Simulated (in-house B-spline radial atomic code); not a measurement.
**Dy⁶⁰⁺: excited configurations**

Wanted: excitation energies of Dy⁶⁰⁺ as differences of total energies (ΔSCF).

The numbers are computed with in-house B-spline radial atomic code version 1 (non-relativistic Hartree-Fock, average of configuration, point nucleus, basis-set limit), except any that are marked as measured or tabulated.

## Step 1: Starting point

* element: dysprosium (Z = 66)
* charge: +60
* electrons: 6
* configuration: [He] 2s2 2p2
* Hamiltonian: non-relativistic
* nucleus: point

The outer shells:

[He] 2s2 2p2
```
[He] core
2s [↑↓]
2p [↑ ][↑ ][  ]
```

The boxes draw the filling by Hund's rule, which heavy ions in jj coupling don't follow; these runs average over all states of the configuration.

Settings, as recorded:

```ini
Z = 66
electrons = 6.0
configuration = [He] 2s2 2p2
hamiltonian = nr
method = hf
spin_polarised = False
```

This reference run was done before. Its total energy is -6321.119243 hartree, and its levels are (the highest eight at most):

| orbital | occupation | energy (eV) | <r> (bohr) |
| --- | --- | --- | --- |
| 1s | 2 | -56644.1 | 0.02290 |
| 2s | 2 | -13334.3 | 0.09391 |
| 2p | 2 | -13170.9 | 0.07902 |

## Step 2: [He] 2p2 3s1 4s1

Settings, as recorded:

```ini
Z = 66
electrons = 6.0
configuration = [He] 2p2 3s1 4s1
hamiltonian = nr
method = hf
spin_polarised = False
```

## Step 3: [He] 2s2 3s1 4d1

Settings, as recorded:

```ini
Z = 66
electrons = 6.0
configuration = [He] 2s2 3s1 4d1
hamiltonian = nr
method = hf
spin_polarised = False
```

Before running: How far above the reference does each configuration lie (order and size, in eV)?

As calculated:

| net move | configuration | energy above the reference (eV) | largest <r> (bohr) |
| --- | --- | --- | --- |
| 2×2p → 3s, 4d | [He] 2s2 3s1 4d1 | 17478.1 | 0.340 |
| 2×2s → 3s, 4s | [He] 2p2 3s1 4s1 | 17734.0 | 0.317 |

**Reading.** The lowest of them is 2×2p → 3s, 4d at 17478.1 eV and the highest 2×2s → 3s, 4s at 17734.0 eV. Koopmans' estimate of the ionisation threshold is 13170.9 eV; 2 configurations exceed it by over 2 % and could autoionise. Two partly filled shells share a symmetry and can mix in the average, which may lower the energy, for: 2×2s → 3s, 4s. These are averages over configurations, without correlation, not spectroscopic levels.
